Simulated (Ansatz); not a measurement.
**SiCl₂F₂ + SiH₄ + H₂O: a complex and its separated parts**

The complex below is one end of an elementary step. How strongly is it bound against its free parts?

Program: Ansatz 0.2.0, Gaussian basis. Level of theory: PBE0-D4/def2-TZVP structures, single points in def2-TZVPP, no counterpoise correction. These are calculated values, not measurements.

Levels: SPW92, PBE-D4, BLYP-D4, r2SCAN-D4, B97M-V, PBE0-D4, B3LYP-D4, r2SCAN0-D4, BHLYP-D4, CAM-B3LYP-D4, wB97X-V, wB97M-V, B2PLYP, PBE-QIDH, RPA on PBE, Hartree-Fock, MP2, CCSD, CCSD(T).

Cores are frozen in the correlated methods. B3LYP uses VWN-RPA correlation. B2PLYP carries no dispersion term here.

115 further runs of the same task are left out: 2 that didn't finish, 113 set aside as unsound or not needed.

## 1. Where the work starts

The complex: 13 atoms, charge 0, spin multiplicity 1.

Atoms are counted from 1 here; the program's logs count them from 0.

Bond lengths: Si1–Cl3 2.004 Å, Si1–Cl4 2.018 Å, Si1–F5 1.572 Å, Si1–F7 1.573 Å, Si2–H8 1.488 Å, Si2–H10 1.483 Å, Si2–H11 1.485 Å, Si2–H12 1.482 Å, H6–O9 0.961 Å, O9–H13 0.960 Å. Angles: Cl3–Si1–Cl4 110.0°, Cl3–Si1–F5 111.7°, Cl3–Si1–F7 111.3°, Cl4–Si1–F5 107.1°, Cl4–Si1–F7 107.1°, F5–Si1–F7 109.4°, H8–Si2–H10 109.2°, H8–Si2–H11 108.4°, H8–Si2–H12 109.3°, H10–Si2–H11 109.8°, H10–Si2–H12 110.3°, H11–Si2–H12 109.8°, H6–O9–H13 105.6°.

Coordinates:

```
Si   -1.1089   -1.2725    1.4906
Si    0.2789    0.9371   -2.2738
Cl   -0.0701   -2.3739    0.1781
Cl   -2.8853   -2.1506    1.8747
F    -0.3536   -1.1374    2.8631
H     1.2631    1.1464    0.7432
F    -1.4151    0.1603    0.9184
H     0.4082    1.8956   -1.1425
O     1.4879    0.3255    1.1891
H    -1.0505    0.2840   -2.2098
H     0.4060    1.6938   -3.5450
H     1.3553   -0.0781   -2.1826
H     1.6838    0.5697    2.0967
```

Its parts: SiCl₂F₂ holds atoms 1, 3, 4, 5, 7; SiH₄ holds atoms 2, 8, 10, 11, 12; H₂O holds atoms 6, 9, 13. Each part counts its atoms afresh in its own runs.

## 2. Relaxing SiCl₂F₂ alone

relax-a/in.yaml reads:

```yaml
crystal:
  periodic: [false, false, false]
  atoms:
    - {symbol: Si, position_ang: [-1.108942, -1.272548, 1.490605]}
    - {symbol: Cl, position_ang: [-0.070056, -2.373930, 0.178073]}
    - {symbol: Cl, position_ang: [-2.885266, -2.150569, 1.874667]}
    - {symbol: F, position_ang: [-0.353583, -1.137376, 2.863062]}
    - {symbol: F, position_ang: [-1.415114, 0.160309, 0.918440]}
basis:
  gaussian: {orbitals: def2-TZVP}
hamiltonian: {xc: pbe0, dispersion: d4}
relax: {f_tol: 0.005, max_steps: 200}
```

On the command line:

```sh
> ansatz run in.yaml --threads 4 --pin off --events-out ev --progress --plain --max-ram 66560MiB --backend cuda --devices 0, --max-vram 37GiB
```

After this run come: Relaxing SiH₄ alone; Relaxing H₂O alone; SPW92/def2-TZVPP; PBE-D4/def2-TZVPP; BLYP-D4/def2-TZVPP; r2SCAN-D4/def2-TZVPP; B97M-V/def2-TZVPP; PBE0-D4/def2-TZVPP; B3LYP-D4/def2-TZVPP; r2SCAN0-D4/def2-TZVPP; BHLYP-D4/def2-TZVPP; CAM-B3LYP-D4/def2-TZVPP; wB97X-V/def2-TZVPP; wB97M-V/def2-TZVPP; B2PLYP/def2-TZVPP; PBE-QIDH/def2-TZVPP; RPA on PBE/def2-TZVPP; CCSD(T)/def2-TZVPP; CCSD(T)/def2-QZVPP; Vibrations of SiCl₂F₂; Vibrations of SiH₄; Vibrations of H₂O.

Q: Predict the outcome of this session. Wanted: complex less parts, CCSD(T)/def2-TZVPP; with zero-point energy; largest T1 diagnostic.

The runs gave:

| quantity | value |
| --- | --- |
| complex less parts, CCSD(T)/def2-TZVPP | -0.203 eV |
| with zero-point energy | -0.129 eV |
| largest T1 diagnostic | 0.011 |

What this shows: At CCSD(T) the complex lies 0.203 eV below its parts. PBE-QIDH is the best functional here (+0.038 eV from CCSD(T)); SPW92 is the worst (-0.185 eV). Mean unsigned error by rung: LDA 0.185, GGA 0.065, meta-GGA 0.057, hybrid 0.061, range-separated hybrid 0.065, double hybrid 0.056 eV. PBE-D4 gives a relative energy 0.071 eV too low, outside chemical accuracy (1 kcal/mol, 0.043 eV). No counterpoise was applied, and triple zeta lacks some correlation, so the CCSD(T) reference has a basis error of its own, and close matches with it are partly luck.
